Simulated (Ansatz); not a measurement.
# CuP: the cost of one run

Method: DFT PBE, scalar-relativistic, plane waves, PAW, in Ansatz 0.2.0.

**1. Starting point**

Symmetry: P4/mmm, No. 123, tetragonal system. The conventional cell has a = 2.883 Å, b = 2.883 Å, c = 3.779 Å, α = 90.00°, β = 90.00°, γ = 90.00°. Cu (site symmetry 4/mmm) is surrounded by 8 P at 2.78 Å and 4 Cu at 2.88 Å. P (site symmetry 4/mmm) is surrounded by 8 Cu at 2.78 Å.

Structure file:

```cif
data_structure
_symmetry_space_group_name_H-M 'P 1'
_symmetry_Int_Tables_number 1
_cell_length_a 2.8830
_cell_length_b 2.8830
_cell_length_c 3.7789
_cell_angle_alpha 90.000
_cell_angle_beta 90.000
_cell_angle_gamma 90.000
_cell_volume 31.41
loop_
_atom_site_label
_atom_site_type_symbol
_atom_site_fract_x
_atom_site_fract_y
_atom_site_fract_z
_atom_site_occupancy
Cu1 Cu 0.50000 0.50000 0.50000 1
P1 P 0.00000 0.00000 0.00000 1
```

This is candidate A: CuAu (L1_0) type (P4/mmm, No. 123).

(A quick probe on a coarse mesh, which set the mesh and smearing, is not shown.)

**3. Coarse relaxation (candidate A)**

Input file input.yaml:

```yaml
crystal:
  lattice:
    - [2.8830489892, 0.0, 0.0]
    - [0.0, 2.8830489892, 0.0]
    - [0.0, 0.0, 3.7788534966]
  atoms:
    - { symbol: Cu, position: [0.5, 0.5, 0.5] }
    - { symbol: P, position: [0.0, 0.0, 0.0] }
basis:
  ecutwfc: 420
kpoints:
  mp_grid: { grid: [6, 6, 4] }
hamiltonian:
  xc: pbe
scf:
  occupations: { method: gaussian, width: 0.1 }
  lower_state_search: "off"
output:
  forces: true
  stress: true
  eigenvalues: true
relax:
  adjacent_minimum: "off"
  f_tol: 0.04
  max_steps: 70
  cell: { stress_tol: 0.4 }
```

On the command line:

```sh
$ ansatz run input.yaml --threads 1 --pin off --max-ram 2560MiB --backend cpu --events-out ev --progress --plain --runs-dir out
```

**Question.** How long does this run take on 1 thread of Arm Neoverse V2, shared host, and how much memory does it need?

About 5.7 s, with a peak of 0.29 GiB.
